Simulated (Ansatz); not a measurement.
# CH7BSSi: the cost of one run

Program: Ansatz 0.2.0. Level of theory: RKS BHLYP-D4/6-31G*. These are calculated values, not measurements.

## 1. The starting structure

Bond lengths: C1–Si2 1.810 Å, Si2–B3 1.921 Å, B3–S4 1.861 Å, C1–H5 1.140 Å, C1–H6 1.166 Å, C1–H7 1.128 Å, Si2–H8 1.426 Å, Si2–H9 1.518 Å, B3–H10 1.229 Å, S4–H11 1.447 Å. Angles (14 of 16 angles, heavy atoms first): C1–Si2–B3 108.0°, Si2–B3–S4 123.8°, C1–Si2–H8 110.8°, C1–Si2–H9 109.4°, B3–Si2–H8 108.4°, B3–Si2–H9 110.5°, Si2–C1–H5 112.4°, Si2–C1–H6 111.1°, Si2–C1–H7 112.7°, Si2–B3–H10 118.5°, S4–B3–H10 117.7°, B3–S4–H11 90.4°, H8–Si2–H9 109.8°, H5–C1–H6 105.5°.

As a file:

```xyz
11

C    -0.8576    1.3728   -0.1162
Si   -0.2740   -0.0576    0.8261
B     1.2301   -0.8067   -0.1046
S     1.1553   -1.4371   -1.8539
H    -1.2066    1.0889   -1.1634
H    -1.7819    1.8647    0.3977
H    -0.0796    2.1851   -0.2001
H    -1.2906   -1.0532    0.9147
H     0.1311    0.3878    2.2191
H     2.3104   -0.8662    0.4789
H     0.7288   -2.7356   -1.3779
```

## 2. Relaxing end A

File input.yaml:

```yaml
crystal:
  periodic: [false, false, false]
  atoms:
    - { symbol: C, position_ang: [-0.8576, 1.3728, -0.1162] }
    - { symbol: Si, position_ang: [-0.274, -0.0576, 0.8261] }
    - { symbol: B, position_ang: [1.2301, -0.8067, -0.1046] }
    - { symbol: S, position_ang: [1.1553, -1.4371, -1.8539] }
    - { symbol: H, position_ang: [-1.2066, 1.0889, -1.1634] }
    - { symbol: H, position_ang: [-1.7819, 1.8647, 0.3977] }
    - { symbol: H, position_ang: [-0.0796, 2.1851, -0.2001] }
    - { symbol: H, position_ang: [-1.2906, -1.0532, 0.9147] }
    - { symbol: H, position_ang: [0.1311, 0.3878, 2.2191] }
    - { symbol: H, position_ang: [2.3104, -0.8662, 0.4789] }
    - { symbol: H, position_ang: [0.7288, -2.7356, -1.3779] }
basis:
  gaussian: { orbitals: "6-31G*" }
hamiltonian:
  xc: { name: BHLYP }
  dispersion: d4
relax:
  f_tol: 0.015
  max_steps: 40
```

Command:

```console
$ ansatz run input.yaml --threads 1 --pin off --max-ram 2048MiB --backend cpu --events-out ev --progress --plain --runs-dir out
```

What time and memory should one allow on 1 thread of Arm Neoverse N1, shared host?

About 3 min, with a peak of 0.17 GiB.
